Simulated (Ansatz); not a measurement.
# SrIr2: further runs on the relaxed cell

The task here is to estimate one member of a computed series from the others.

The COD entry's cell or inner coordinates are ideal or old and differ from later refinements, so a difference from it is no clean test against experiment.

Program: Ansatz 0.2.0. Level of theory: DFT PBEsol, scalar-relativistic, plane waves, PAW. These are calculated values, not measurements.

1 further run of the same task is left out (set aside as unsound or not needed).

**Starting point**

Symmetry: Fd-3m, No. 227, cubic system. Conventional cell: a = 7.639 Å, b = 7.639 Å, c = 7.639 Å, α = 90.00°, β = 90.00°, γ = 90.00°. Sr (site symmetry -43m) has 12 Ir at 3.17 Å and 4 Sr at 3.31 Å in its first shell of neighbours. Ir (site symmetry -3m) is surrounded by 6 Ir at 2.70 Å and 6 Sr at 3.17 Å.

Coordinates:

```cif
data_structure
_symmetry_space_group_name_H-M 'Fd-3m:1'
_symmetry_Int_Tables_number 227
_cell_length_a 7.6391
_cell_length_b 7.6391
_cell_length_c 7.6391
_cell_angle_alpha 90.000
_cell_angle_beta 90.000
_cell_angle_gamma 90.000
_cell_volume 445.79
loop_
_atom_site_label
_atom_site_type_symbol
_atom_site_symmetry_multiplicity
_atom_site_Wyckoff_symbol
_atom_site_fract_x
_atom_site_fract_y
_atom_site_fract_z
_atom_site_occupancy
Sr1 Sr 8 b 0.00000 0.00000 0.50000 1
Ir1 Ir 16 c 0.12500 0.12500 0.12500 1
```

It is the result of an earlier relaxation at this level (volume 18.57 Å³/atom; gap on the mesh: none (metal)).

Set-up of the first run:

input.yaml

```yaml
crystal:
  lattice:
    - [0.0, 3.8195554087, 3.8195554087]
    - [3.8195554087, 0.0, 3.8195554087]
    - [3.8195554087, 3.8195554087, 0.0]
  atoms:
    - { symbol: Sr, position: [0.0, 0.0, 0.0] }
    - { symbol: Sr, position: [0.25, 0.25, 0.25] }
    - { symbol: Ir, position: [0.625, 0.625, 0.625] }
    - { symbol: Ir, position: [0.125, 0.625, 0.625] }
    - { symbol: Ir, position: [0.625, 0.625, 0.125] }
    - { symbol: Ir, position: [0.625, 0.125, 0.625] }
basis:
  ecutwfc: 420
kpoints:
  mp_grid: { grid: [8, 8, 8] }
  band_path:
    path:
      - [[0.0, 0.0, 0.0], [0.5, 0.0, 0.5], [0.625, 0.25, 0.625]]
      - [[0.375, 0.375, 0.75], [0.0, 0.0, 0.0], [0.5, 0.5, 0.5], [0.5, 0.25, 0.75], [0.5, 0.0, 0.5]]
    npoints: 14
hamiltonian:
  xc: pbesol
scf:
  occupations: { method: gaussian, width: 0.1 }
  n_extra_bands: 15
output:
  forces: true
  stress: true
  eigenvalues: true
  populations: true
  dos: { projected: true, de: 0.02, nscf_kmesh: { grid: [12, 12, 12] } }
  bader: true
  write_density: true
  write_potential: true
  elf: true
  volumetric_format: npy
```

Run with:

```bash
$ ansatz run input.yaml --threads 1 --pin off --max-ram 2560MiB --backend cpu --events-out ev --progress --plain --runs-dir out
```

Steps of the session up to this table: Static run: bands, density of states and charges; The cell scaled to 0.97 of its volume; Point at V/V0 = 1.03; Volume × 0.94; Volume × 1.06.

One of the session's tables, all rows but one given; the rest of the session is left out.

It belongs to the step «Energy against volume». 

| volume (Å³/atom) | energy above the lowest point (meV/atom) | pressure (GPa) |
| --- | --- | --- |
| 17.460 | 39.2 | 12.00 |
| 18.017 | ? | ? |
| 18.575 | 0.0 | 0.02 |
| 19.132 | 8.3 | -4.58 |
| 19.689 | 31.2 | -8.44 |

**Question.** Estimate the row for volume (Å³/atom) = 18.017.

Worked estimate for «energy above the lowest point (meV/atom)». A straight line through the neighbours (17.460, 39.2) and (18.575, 0.0) gives 39.2 + (0.0 − 39.2) × (18.017 − 17.460) / (18.575 − 17.460) = 19.6; a parabola fitted to 3 rows on both sides gives 10.3.

**Answer.** energy above the lowest point (meV/atom): 9.2; pressure (GPa): 5.49. In «energy above the lowest point (meV/atom)» the line misses by +10.4 and the parabola by +1.1.
